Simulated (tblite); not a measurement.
# C7H24OSi5: the cost of one run

Programs: PySCF 2.14.0 with density-fitted response routines of our own, and tblite 0.8.0. All values are computed, except where a source is named. Atoms count from 0 throughout.

### 1 The molecule as given

37 atoms, charge 0, multiplicity 1; geometry from: MMFF94s geometry. This is the first candidate.

Bonds of the start (Å): C0–H13 1.09, C0–H14 1.08, C0–H15 1.10, C0–O1 1.44, C11–H31 1.10, C11–H32 1.09, C11–H33 1.10, C12–H34 1.09, C12–H35 1.11, C12–H36 1.09, C4–H18 1.09, C4–H19 1.10, C4–H20 1.10, C6–H22 1.10, C6–H23 1.10, C6–H24 1.09, C8–H25 1.09, C8–H26 1.10, C8–H27 1.09, C9–H28 1.09, C9–H29 1.10, C9–H30 1.08, O1–Si2 1.65, Si10–C11 1.85 and more.

### 2 GFN2-xTB relaxation, isomer A, conformer 1

Job settings and geometry (Å):

```
{"job": {"xc": "GFN2-xTB", "basis": "xTB", "kind": "relax"}, "charge": 0, "multiplicity": 1}
C      3.072800    -1.605200     2.274500
O      1.897700    -0.893300     1.850400
Si     0.957000    -1.557100     0.666800
Si     1.680300    -0.830200    -1.430800
C      0.835800    -1.794500    -2.745400
Si     0.946500     1.363700    -1.444400
C      2.083900     2.408200    -0.428700
Si    -1.146100     1.295700    -0.439200
C     -2.433300     1.162900    -1.763900
C     -1.383900     2.764400     0.645900
Si    -1.194900    -0.659200     0.842600
C     -1.559600    -0.245800     2.605900
C     -2.415500    -1.840600     0.128500
H      3.557600    -1.017800     3.057600
H      3.771400    -1.711700     1.451600
H      2.801800    -2.579500     2.707600
H      0.929500    -3.031000     0.783000
H      3.161400    -0.932600    -1.548100
H      1.100600    -2.851100    -2.700000
H      1.132500    -1.428000    -3.737700
H     -0.256500    -1.716500    -2.681400
H      0.843400     1.884700    -2.830500
H      1.747900     3.452600    -0.379000
H      2.145800     2.042200     0.607300
H      3.097700     2.414200    -0.836200
H     -2.440400     2.050700    -2.402400
H     -3.440000     1.088200    -1.334200
H     -2.281400     0.293700    -2.402000
H     -0.612900     2.819500     1.421000
H     -1.324100     3.695400     0.072200
H     -2.348900     2.747200     1.137700
H     -0.824700     0.458800     3.020100
H     -2.545100     0.218000     2.706200
H     -1.542700    -1.140900     3.240700
H     -2.420200    -2.782100     0.670300
H     -2.178900    -2.073900    -0.928300
H     -3.426300    -1.432800     0.143200
```

On the command line:

```console
> OMP_NUM_THREADS=1 python ens_run.py task.json out
```

The driver reads the study from task.json and runs its stages one after another.

**Question.** How long does this first job take on 1 thread of Arm Neoverse V1, shared host?

About 6 s.
